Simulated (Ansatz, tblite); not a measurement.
# In(H2S)H3 (InH5S): one state, many levels, part 2 of 2

Aim: run the singlet of In(H2S)H3 (InH5S) at one geometry on many levels, and compare frontier levels, spin and run time.

Ansatz 0.2.0, Gaussian basis; as each input shows. Earlier steps stand in the parts before.

**11. B97M-V/def2-TZVP**

File in.yaml:

```yaml
crystal:
  periodic: [false, false, false]
  atoms:
    - {symbol: In, position_ang: [0.121722, -0.201920, -1.201930]}
    - {symbol: S, position_ang: [0.153761, -0.268328, 1.645341]}
    - {symbol: H, position_ang: [0.521202, 1.017816, 1.777408]}
    - {symbol: H, position_ang: [-1.149280, 0.035513, 1.772093]}
    - {symbol: H, position_ang: [1.842105, -0.185841, -1.341999]}
    - {symbol: H, position_ang: [-0.746290, 1.291430, -1.303323]}
    - {symbol: H, position_ang: [-0.743230, -1.688670, -1.347591]}
basis:
  gaussian: {orbitals: def2-TZVP, initial_orbitals: start.molden}
hamiltonian: {xc: {name: B97M-V}}
scf: {omitted_lower_state_checks: [starts]}
output: {orbitals: {seedname: orbitals}}
```

Command:

```bash
ansatz run in.yaml --threads 4 --pin off --events-out ev --progress --plain --max-ram 3916MiB
```

The log of the run, cut to the lines that bear on the results:

```text
Functional definition: B97M-V
  name "B97M-V"
  cite "Mardirossian & Head-Gordon, J. Chem. Phys. 142, 074111 (2015) doi:10.1063/1.4907719"
  cite "Becke, J. Chem. Phys. 107, 8554 (1997) doi:10.1063/1.475007"
  cite "Vydrov & Van Voorhis, J. Chem. Phys. 133, 244103 (2010) doi:10.1063/1.3521275"
  # Of w^i u^j: cxij and so on, Table III.
[...]
  gx(w, u) = cx00 + cx01*u + cx02*u^2 + (cx10 + cx11*u)*w
  gss(w, u) = css00 + css02*u^2 + css10*w + (css32*w^3 + css42*w^4)*u^2
  gos(w, u) = cos00 + cos01*u + cos03*u^3 + cos10*w + cos32*w^3*u^2
[...]
      + integral(e_c_pw_mod_opposite_spin*gos(b97_w_opposite, b97_u_opposite)) + vv10(b, c)
[...]
869 factors; their error is unknown
[...]
mean field -16087.82308822 eV, -591.2165937740 hartree, gradient 2.5e-5 eV, S^2 0.000000; 0 other end points of the search recorded, 0 dependent functions left out
reference -16087.82317511 eV, -591.2165969669 hartree; 21, 21 occupied and 96, 96 virtual orbitals, 869 factors
Total energy: -16087.82317511 eV, -591.2165969669 hartree
Checks for a lower state left out: starts
```

It took 3.2 s on 4 threads of Arm Neoverse V1, shared host.

From the report: HOMO -6.82 eV, LUMO -1.29 eV.

**12. r2SCAN0-D4/def2-TZVP**

Changes to in.yaml since step 11:

```diff
@@ -12,3 +12,3 @@
   gaussian: {orbitals: def2-TZVP, initial_orbitals: start.molden}
-hamiltonian: {xc: {name: B97M-V}}
+hamiltonian: {xc: {name: r2SCAN0}, dispersion: d4}
 scf: {omitted_lower_state_checks: [starts]}
```

Same command.

The log of the run, cut to the lines that bear on the results:

```text
Functional definition: r2SCAN0
  name "r2SCAN0"
  cite "Bursch, Neugebauer, Ehlert & Grimme, J. Chem. Phys. 156, 134105 (2022) doi:10.1063/5.0086040"
  cite "Furness, Kaplan, Ning, Perdew & Sun, J. Phys. Chem. Lett. 11, 8208 (2020) doi:10.1021/acs.jpclett.0c02405"
  cite "Furness, Kaplan, Ning, Perdew & Sun, J. Phys. Chem. Lett. 11, 9248 (2020) doi:10.1021/acs.jpclett.0c03077"
  parent r2scan
[...]
972 factors; their error is unknown
[...]
mean field -16090.36126667 eV, -591.3098701114 hartree, gradient 7.8e-6 eV, S^2 0.000000; 0 other end points of the search recorded, 0 dependent functions left out
reference -16090.36128144 eV, -591.3098706545 hartree; 21, 21 occupied and 96, 96 virtual orbitals, 972 factors
Total energy: -16090.39376378 eV, -591.3110643582 hartree
Checks for a lower state left out: starts
```

Wall time 1.7 s (4 threads of Arm Neoverse V1, shared host).

HOMO -7.83 eV, LUMO -0.40 eV.

**13. PBE-D4/def2-SVP**

Changes to in.yaml since step 12:

```diff
@@ -11,4 +11,4 @@
 basis:
-  gaussian: {orbitals: def2-TZVP, initial_orbitals: start.molden}
-hamiltonian: {xc: {name: r2SCAN0}, dispersion: d4}
+  gaussian: {orbitals: def2-SVP, initial_orbitals: start.molden}
+hamiltonian: {xc: pbe, dispersion: d4}
 scf: {omitted_lower_state_checks: [starts]}
```

The command is unchanged.

The log of the run:

```text
Functional definition: PBE
  name "PBE"
  cite "Perdew, Burke & Ernzerhof, Phys. Rev. Lett. 77, 3865 (1996) doi:10.1103/PhysRevLett.77.3865"
  parent pbe
  parameter kappa = 0.804
  parameter beta = 0.06672455060314922
  exchange = pbe_x(kappa = kappa, mu = beta*pi^2/3)
  correlation = pbe_c(beta = beta)
these checks for a lower state are left out or cut short: starts
811 factors; their error is unknown
mean field evaluation 1: about -16080.8886 eV, gradient 2.9e1 eV
mean field evaluation 2: about -16081.1605 eV, gradient 4.1e-1 eV
mean field evaluation 4: about -16081.1379 eV, gradient 6.3e-2 eV
mean field -16081.13789620 eV, -590.9709174986 hartree, gradient 1.4e-5 eV, S^2 0.000000; 0 other end points of the search recorded, 0 dependent functions left out
reference -16081.13794360 eV, -590.9709192406 hartree; 21, 21 occupied and 48, 48 virtual orbitals, 811 factors
Total energy: -16081.25358048 eV, -590.9751688175 hartree
Checks for a lower state left out: starts
```

Wall time 0.45 s (4 threads of Arm Neoverse V1, shared host).

HOMO -6.37 eV, LUMO -1.22 eV.

**14. PBE0-D4/def2-SVP**

Changes to in.yaml since step 13:

```diff
@@ -12,3 +12,3 @@
   gaussian: {orbitals: def2-SVP, initial_orbitals: start.molden}
-hamiltonian: {xc: pbe, dispersion: d4}
+hamiltonian: {xc: pbe0, dispersion: d4}
 scf: {omitted_lower_state_checks: [starts]}
```

Launched as before.

The log of the run:

```text
Functional definition: PBE0
  name "PBE0"
  cite "Adamo & Barone, J. Chem. Phys. 110, 6158 (1999) doi:10.1063/1.478522"
  cite "Perdew, Burke & Ernzerhof, Phys. Rev. Lett. 77, 3865 (1996) doi:10.1103/PhysRevLett.77.3865"
  parent pbe
  parameter a = 0.25
  parameter kappa = 0.804
  parameter beta = 0.06672455060314922
  exchange = (1 - a)*pbe_x(kappa = kappa, mu = beta*pi^2/3) + a*exact_x
  correlation = pbe_c(beta = beta)
these checks for a lower state are left out or cut short: starts
757 factors; integrals over basis functions are off by at most 1.3e-3 eV
mean field evaluation 1: about -16082.0361 eV, gradient 2.9e1 eV
mean field evaluation 2: about -16082.2396 eV, gradient 2.3e-1 eV
mean field evaluation 4: about -16082.2897 eV, gradient 6.0e-4 eV
mean field -16082.28965569 eV, -591.0132438793 hartree, gradient 2.6e-5 eV, S^2 0.000000; 0 other end points of the search recorded, 0 dependent functions left out
reference -16082.28969092 eV, -591.0132451739 hartree; 21, 21 occupied and 48, 48 virtual orbitals, 757 factors
Total energy: -16082.38830146 eV, -591.0168690444 hartree
Checks for a lower state left out: starts
```

It took 0.6 s on 4 threads of Arm Neoverse V1, shared host.

Report: HOMO -7.57 eV, LUMO -0.49 eV.

**15. CCSD(T)/def2-TZVPP**

Changes to in.yaml since step 14:

```diff
@@ -11,4 +11,4 @@
 basis:
-  gaussian: {orbitals: def2-SVP, initial_orbitals: start.molden}
-hamiltonian: {xc: pbe0, dispersion: d4}
+  gaussian: {orbitals: def2-TZVPP, initial_orbitals: start.molden}
+correlation: {method: ccsd_t}
 scf: {omitted_lower_state_checks: [starts]}
```

Same command.

The log of the run, cut to the lines that bear on the results:

```text
Functional definition: HF
  name "HF"
  cite "Fock, Z. Phys. 61, 126 (1930) doi:10.1007/BF01340294"
  parent pbe
[...]
1092 factors; integrals over basis functions are off by at most 1.2e-3 eV
[...]
mean field -16044.62195906 eV, -589.6289815599 hartree, gradient 1.3e-6 eV, S^2 0.000000; 0 other end points of the search recorded, 0 dependent functions left out
9 core orbitals not correlated: weight in the atoms' cores, before any rotation towards them, 1.000 or more for the frozen orbitals, at most 0.000 for the correlated occupied ones
reference -16044.62195906 eV, -589.6289815599 hartree; 12, 12 occupied and 141, 141 virtual orbitals, 1092 factors
second order -13.74145537 eV of doubles, -0.00000000 eV of singles
cycle   1  -14.21059018 eV  change   -4.7e-1 eV  update   9.1e-2
[...]
cycle   8  -14.68924334 eV  change   -1.5e-5 eV  update   2.5e-5
perturbative correction -0.45360616 eV, -0.0166697189 hartree
Total energy: -16059.76480855 eV, -590.1854710148 hartree
Checks for a lower state left out: starts
```

It took 16 s on 4 threads of Arm Neoverse V1, shared host; peak memory 1.3 GiB.

Hartree-Fock HOMO -10.52 eV, LUMO 1.53 eV; T1 0.013.

**16. MP2/def2-TZVP**

Changes to in.yaml since step 15:

```diff
@@ -11,4 +11,4 @@
 basis:
-  gaussian: {orbitals: def2-TZVPP, initial_orbitals: start.molden}
-correlation: {method: ccsd_t}
+  gaussian: {orbitals: def2-TZVP, initial_orbitals: start.molden}
+correlation: {method: mp2}
 scf: {omitted_lower_state_checks: [starts]}
```

Same command.

The log of the run:

```text
Functional definition: HF
  name "HF"
  cite "Fock, Z. Phys. 61, 126 (1930) doi:10.1007/BF01340294"
  parent pbe
  exchange = exact_x
  correlation = 0
these checks for a lower state are left out or cut short: starts
954 factors; integrals over basis functions are off by at most 1.2e-3 eV
mean field evaluation 1: about -16043.9724 eV, gradient 2.4e1 eV
mean field evaluation 2: about -16044.5268 eV, gradient 6.7e-1 eV
mean field evaluation 4: about -16044.5849 eV, gradient 3.0e-3 eV
mean field evaluation 8: about -16044.5849 eV, gradient 2.2e-6 eV
mean field -16044.58491413 eV, -589.6276201841 hartree, gradient 2.1e-6 eV, S^2 0.000000; 0 other end points of the search recorded, 0 dependent functions left out
9 core orbitals not correlated: weight in the atoms' cores, before any rotation towards them, 1.000 or more for the frozen orbitals, at most 0.000 for the correlated occupied ones
reference -16044.58491413 eV, -589.6276201841 hartree; 12, 12 occupied and 96, 96 virtual orbitals, 954 factors
second order -13.16435487 eV of doubles, -0.00000000 eV of singles
Total energy: -16057.74926900 eV, -590.1114013025 hartree
Checks for a lower state left out: starts
```

Run time: 0.65 s. Hardware: 4 threads of Arm Neoverse V1, shared host.

Report: Hartree-Fock HOMO -10.53 eV, LUMO 1.53 eV.

**17. RPA/def2-TZVP**

Changes to in.yaml since step 16:

```diff
@@ -12,4 +12,4 @@
   gaussian: {orbitals: def2-TZVP, initial_orbitals: start.molden}
-correlation: {method: mp2}
+hamiltonian: {xc: pbe}
+correlation: {method: rpa}
 scf: {omitted_lower_state_checks: [starts]}
-output: {orbitals: {seedname: orbitals}}
```

The command is unchanged.

The log of the run, cut to the lines that bear on the results:

```text
Functional definition: PBE
  name "PBE"
  cite "Perdew, Burke & Ernzerhof, Phys. Rev. Lett. 77, 3865 (1996) doi:10.1103/PhysRevLett.77.3865"
  parent pbe
[...]
954 factors; integrals over basis functions are off by at most 1.2e-3 eV
[...]
mean field -16085.27345395 eV, -591.1228964426 hartree, gradient 1.6e-6 eV, S^2 0.000000; 0 other end points of the search recorded, 0 dependent functions left out
9 core orbitals not correlated: weight in the atoms' cores, before any rotation towards them, 1.000 or more for the frozen orbitals, at most 0.000 for the correlated occupied ones
reference -16043.53902566 eV, -589.5891844915 hartree; 12, 12 occupied and 96, 96 virtual orbitals, 954 factors
Total energy: -16065.19692685 eV, -590.3850976800 hartree
Checks for a lower state left out: starts
```

Wall time 1.5 s (4 threads of Arm Neoverse V1, shared host).

**18. Levels side by side**

```tsv
level	functions	HOMO (eV)	LUMO (eV)	gap (eV)	time
HF/def2-TZVP	117	-10.53	1.53	12.06	0.4 s
PBE-D4/def2-SVP	69	-6.37	-1.22	5.15	0.45 s
PBE-D4/def2-TZVP	117	-6.45	-1.45	4.99	0.91 s
revPBE-D4/def2-TZVP	117	-6.41	-1.41	5.00	0.7 s
r2SCAN-D4/def2-TZVP	117	-6.75	-1.15	5.59	1.7 s
B97M-V/def2-TZVP	117	-6.82	-1.29	5.54	3.2 s
PBE0-D4/def2-SVP	69	-7.57	-0.49	7.09	0.6 s
PBE0-D4/def2-TZVP	117	-7.63	-0.68	6.95	1 s
r2SCAN0-D4/def2-TZVP	117	-7.83	-0.40	7.43	1.7 s
CAM-B3LYP-D4/def2-TZVP	117	-9.01	0.07	9.08	1 s
ωB97X-V/def2-TZVP	117	-10.03	1.00	11.03	2.4 s
```

The pieces so far (eV):

```tsv
basis	HF	MP2 correlation	CCSD correlation	(T)	total
def2-TZVPP	-16044.6220	-13.7415	-14.6892	-0.4536	-16059.7648
def2-TZVP	-16044.5849	-13.1644			-16057.7493 (MP2)
```

**19. Binding energy**

Free atoms were run apart at each level; binding is atoms less cluster, divided by the number of atoms, without zero-point or spin-orbit terms.

Differences are taken before rounding.

```tsv
method	binding an atom (eV)	from CCSD(T)/def2-TZVPP (eV)	time
HF/def2-TZVP	1.619	-0.625	0.4 s
HF/def2-TZVPP	1.625	-0.620	
PBE-D4/def2-SVP	2.214	-0.031	0.45 s
PBE-D4/def2-TZVP	2.229	-0.016	0.91 s
revPBE-D4/def2-TZVP	2.188	-0.056	0.7 s
r2SCAN-D4/def2-TZVP	2.270	+0.025	1.7 s
B97M-V/def2-TZVP	2.326	+0.081	3.2 s
PBE0-D4/def2-SVP	2.208	-0.036	0.6 s
PBE0-D4/def2-TZVP	2.225	-0.020	1 s
r2SCAN0-D4/def2-TZVP	2.253	+0.009	1.7 s
CAM-B3LYP-D4/def2-TZVP	2.277	+0.032	1 s
ωB97X-V/def2-TZVP	2.303	+0.058	2.4 s
MP2/def2-TZVP	2.090	-0.154	0.65 s
CCSD/def2-TZVPP	2.222	-0.022	
CCSD(T)/def2-TZVPP	2.245	0	16 s
```

Among the levels timed on like hardware and quicker than the yardstick, those that no quicker one beats, quickest first: HF/def2-TZVP (0.4 s, -0.625 eV); PBE-D4/def2-SVP (0.45 s, -0.031 eV); PBE-D4/def2-TZVP (0.91 s, -0.016 eV); r2SCAN0-D4/def2-TZVP (1.7 s, +0.009 eV).

**20. Outcome**

What follows sums up all 2 parts.

```
                                                                  quantity                            value
gap in def2-TZVP, named functionals and Hartree-Fock, smallest and largest  4.99 eV (PBE-D4), 12.06 eV (HF)
                                    correlation energy, CCSD(T)/def2-TZVPP                        -15.14 eV
                                         correlation energy, MP2/def2-TZVP                        -13.16 eV
                                       binding an atom, CCSD(T)/def2-TZVPP                         2.245 eV
                           PBE0 total energy, smallest basis above largest    4.04 eV (def2-SVP, def2-TZVP)
```

What this shows: Over the named functionals and Hartree-Fock in def2-TZVP the gap runs from 4.99 eV (PBE-D4) to 12.06 eV (HF); exact exchange widens it. The functionals in def2-TZVP miss CCSD(T)/def2-TZVPP by -0.056 (revPBE-D4) to +0.081 eV (B97M-V) an atom. CCSD(T)/def2-TZVPP isn't at the basis-set limit; small misses against it rank nothing.

For cost: r2SCAN0-D4/def2-TZVP gets within 0.009 eV in 1.7 s, where CCSD(T)/def2-TZVPP took 16 s; the quickest level in the cost chart, HF/def2-TZVP, takes 0.4 s and misses by 0.625 eV. The slowest run with a step of its own, CCSD(T)/def2-TZVPP, took 16 s; the quickest functional in def2-TZVP took 0.7 s (shared host).
